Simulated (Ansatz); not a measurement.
**C2H5FGeSi: one species, many methods**

Aim: compute C2H5FGeSi with functionals from several rungs and with coupled cluster, and see how far each lands from CCSD(T) at the basis-set limit for the atomisation energy.

Method: functionals in def2-TZVPP, the program's frozen cores in correlated methods; program: Ansatz 0.2.0, Gaussian basis.

Plan: LDA (SPW92), PBE-D4, revPBE-D4, BLYP-D4, r2SCAN-D4, B97M-V, PBE0-D4, B3LYP-D4, r2SCANh-D4, r2SCAN0-D4, HSE06-D4, BHLYP-D4, CAM-B3LYP-D4, LC-ωPBE, ωB97X-V, ωB97M-V, B2PLYP, PBE-QIDH; CCSD(T)/def2-SVP; CCSD(T)/def2-TZVPP; MP2/def2-QZVPP; extrapolation to the limit; RPA on PBE.

**1. The relaxed structure**

The geometry comes from an earlier relaxation with PBE0-D4 in a triple-zeta def2 set; it is a stationary point, not always the lowest conformer.

SMILES `FC#[C][GeH2][SiH3]`, 10 atoms, charge 0, spin multiplicity 1.

Atoms are counted from 1 here; the program's logs count them from 0.

Bond lengths: F1–C2 1.270 Å, C2–C3 1.202 Å, C3–Ge4 1.897 Å, Ge4–Si5 2.381 Å, Ge4–H6 1.537 Å, Ge4–H7 1.537 Å, Si5–H8 1.487 Å, Si5–H9 1.486 Å, Si5–H10 1.486 Å. Angles: F1–C2–C3 179.5°, C2–C3–Ge4 177.5°, C3–Ge4–Si5 108.4°, C3–Ge4–H6 107.9°, C3–Ge4–H7 107.9°, Si5–Ge4–H6 111.8°, Si5–Ge4–H7 111.8°, H6–Ge4–H7 108.8°, Ge4–Si5–H8 109.8°, Ge4–Si5–H9 109.6°, Ge4–Si5–H10 109.6°, H8–Si5–H9 109.2°, H8–Si5–H10 109.2°, H9–Si5–H10 109.4°.

**2. LDA**

This LDA is Slater exchange with PW92 correlation.

File in.yaml:

```yaml
crystal:
  periodic: [false, false, false]
  atoms:
    - {symbol: F, position_ang: [1.319406, -3.701178, 0.534815]}
    - {symbol: C, position_ang: [0.764544, -2.638142, 0.117065]}
    - {symbol: C, position_ang: [0.235251, -1.636506, -0.286052]}
    - {symbol: Ge, position_ang: [-0.567520, -0.015978, -0.859443]}
    - {symbol: Si, position_ang: [0.026211, 1.701063, 0.679487]}
    - {symbol: H, position_ang: [-2.088290, -0.233783, -0.912865]}
    - {symbol: H, position_ang: [-0.059341, 0.288227, -2.277982]}
    - {symbol: H, position_ang: [-0.583805, 2.989868, 0.257831]}
    - {symbol: H, position_ang: [-0.467408, 1.346966, 2.035179]}
    - {symbol: H, position_ang: [1.504053, 1.848165, 0.715164]}
basis:
  gaussian: {orbitals: def2-TZVPP}
hamiltonian: {xc: lda}
output: {orbitals: {seedname: orbitals}}
```

Further steps of the session: PBE-D4 (GGA); revPBE-D4 (GGA); BLYP-D4 (GGA); r2SCAN-D4 (meta-GGA); B97M-V (meta-GGA); PBE0-D4 (hybrid); B3LYP-D4 (hybrid); r2SCANh-D4 (hybrid); r2SCAN0-D4 (hybrid); HSE06-D4 (hybrid); BHLYP-D4 (hybrid); CAM-B3LYP-D4 (range-separated); LC-ωPBE (range-separated); ωB97X-V (range-separated); ωB97M-V (range-separated); B2PLYP (double hybrid); PBE-QIDH (double hybrid); CCSD(T) in def2-SVP; CCSD(T) in def2-TZVPP; MP2 in def2-QZVPP; RPA on PBE orbitals.

**Question.** What will the summary of the whole plan be? Wanted: atomisation energy, CCSD(T)/CBS; farthest beyond LDA; mean size of error, GGA; mean size of error, meta-GGA; mean size of error, hybrid; mean size of error, range-separated; mean size of error, double hybrid; gap, smallest and largest; T1 diagnostic.

The runs gave:

| quantity | value |
| --- | --- |
| atomisation energy, CCSD(T)/CBS | 3351.6 kJ/mol |
| functionals within 33.5 kJ/mol (1.0 %) | revPBE-D4, BLYP-D4, r2SCAN-D4, B97M-V, PBE0-D4, B3LYP-D4, r2SCANh-D4, HSE06-D4, CAM-B3LYP-D4, LC-ωPBE, ωB97X-V, ωB97M-V, PBE-QIDH |
| farthest beyond LDA | BHLYP-D4 (-119.6 kJ/mol) |
| mean size of error, GGA | 36.5 kJ/mol |
| mean size of error, meta-GGA | 13.4 kJ/mol |
| mean size of error, hybrid | 38.6 kJ/mol |
| mean size of error, range-separated | 11.4 kJ/mol |
| mean size of error, double hybrid | 34.1 kJ/mol |
| gap, smallest and largest | 5.75 eV (LDA (SPW92)), 12.61 eV (LC-ωPBE) |
| T1 diagnostic | 0.0128 |
| triples share of the correlation energy | 3.9 % |

LDA overbinds by 512.7 kJ/mol (15 %). PBE-D4 is off by +58.5 kJ/mol. Double hybrids carry the basis error of their MP2 part in triple zeta, and no dispersion term here, so their miss is partly the set-up's. The rungs range-separated, meta-GGA miss on average by less than the doubt on the reference (33.5 kJ/mol), so they tie. The reference freezes the cores and leaves out relativity and excitations past (T), and its outer-core shells are covered unevenly, so misses under about 33.5 kJ/mol can't be ranked. Hartree-Fock recovers 71 % of the binding; the rest is correlation. CCSD(T) in def2-SVP is off by -193.9 kJ/mol, more than most functionals: a good method in a small basis is no reference. The gap grows from 5.8 to 12.6 eV across the functionals, mostly with the share of exact exchange. Correlated methods include outer-core shells of Ge, which these sets cover unevenly.
